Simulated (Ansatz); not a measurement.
Ba2Tl5V3O12:

```
Ba V Tl O
1.0
    10.97457    0.00000    0.00000
     0.00000   10.97457    0.00000
     0.00000    0.00000    6.60400
Ba V Tl O
2 3 5 12
Direct
  0.00000 0.50000 0.00000
  0.50000 0.00000 0.00000
  0.50000 0.50000 0.00000
  0.50000 0.00000 0.50000
  0.00000 0.50000 0.50000
  0.50000 0.50000 0.50000
  0.71260 0.28740 0.40228
  0.28740 0.71260 0.40228
  0.71260 0.71260 0.59772
  0.28740 0.28740 0.59772
  0.41064 0.58936 0.15770
  0.58936 0.41064 0.15770
  0.58936 0.58936 0.84230
  0.41064 0.41064 0.84230
  0.58661 0.08570 0.33378
  0.41339 0.08570 0.66622
  0.58661 0.91430 0.66622
  0.41339 0.91430 0.33378
  0.08570 0.58661 0.33378
  0.08570 0.41339 0.66622
  0.91430 0.58661 0.66622
  0.91430 0.41339 0.33378
```

The cell was built by a generator and needn't be a form met in nature.

| Quantity | Value |
| --- | --- |
| Program | Ansatz 0.2.0 |
| Task | relaxation of cell and atoms |
| Functional | revPBE |
| Potentials or basis | Ansatz PAW |
| Cutoff | 420 eV (not typed: the program's choice for these potentials) |
| k mesh | 2 × 2 × 3 |
| Occupations | fermi-dirac, width 0.05 eV |
| Spin | collinear spin, ferromagnetic start |
| Starting moments | [0.0, 0.0, 2.0, 2.0, 2.0, 0.0, 0.0, 0.0, 0.0, 0.0, 0.0, 0.0, 0.0, 0.0, 0.0, 0.0, 0.0, 0.0, 0.0, 0.0, 0.0, 0.0] μB |

At the start: volume 36.15 Å³/atom.

Problem. Where does the relaxation end?

Solution. It ends after 9 steps and the volume is 39.06 Å³/atom (+8.0 %); space group P-42m (No. 111, to 0.05 Å); moment 0.00 μB per cell.

Step by step:
| step | energy change (eV) | largest force (eV/Å) | volume (Å³) |
| --- | --- | --- | --- |
| 1 | 0.0000 | 0.1365 | 795.39 |
| 2 | -0.0058 | 0.2005 | 840.80 |
| 3 | -0.0494 | 0.0776 | 832.92 |
| 4 | -0.0404 | 0.0306 | 846.19 |
| 5 | -0.0465 | 0.0068 | 841.61 |
| 6 | -0.1155 | 0.0073 | 841.61 |
| 7 | -0.1109 | 0.0057 | 852.36 |
| 8 | -0.1043 | 0.0114 | 859.38 |
| 9 | -0.1239 | 0.0113 | 859.38 |

Final structure:
```xyz
22
Lattice="11.3734 0.0000 0.0000 0.0000 11.3734 0.0000 0.0000 0.0000 6.6436" Properties=species:S:1:pos:R:3 pbc="T T T"
Ba    0.0000    5.6867    0.0000
Ba    5.6867    0.0000    0.0000
V     5.6867    5.6867    0.0000
V     5.6867    0.0000    3.3218
V     0.0000    5.6867    3.3218
Tl    5.6867    5.6867    3.3218
Tl    8.1514    3.2221    2.4413
Tl    3.2221    8.1514    2.4413
Tl    8.1514    8.1514    4.2023
Tl    3.2221    3.2221    4.2023
O     4.6995    6.6740    1.0384
O     6.6740    4.6995    1.0384
O     6.6740    6.6740    5.6052
O     4.6995    4.6995    5.6052
O     6.6387    0.9485    2.2203
O     4.7347    0.9485    4.4233
O     6.6387   10.4249    4.4233
O     4.7347   10.4249    2.2203
O     0.9485    6.6387    2.2203
O     0.9485    4.7347    4.4233
O    10.4249    6.6387    4.4233
O    10.4249    4.7347    2.2203
```

Caveat: the plane-wave basis is chosen anew once the cell has moved, so the energies of steps on either side of that aren't comparable; the PAW data sets come from PBE, with cores solved anew for the run's functional, which leaves a small shift of forces and pressure; the starting moments weren't kept.
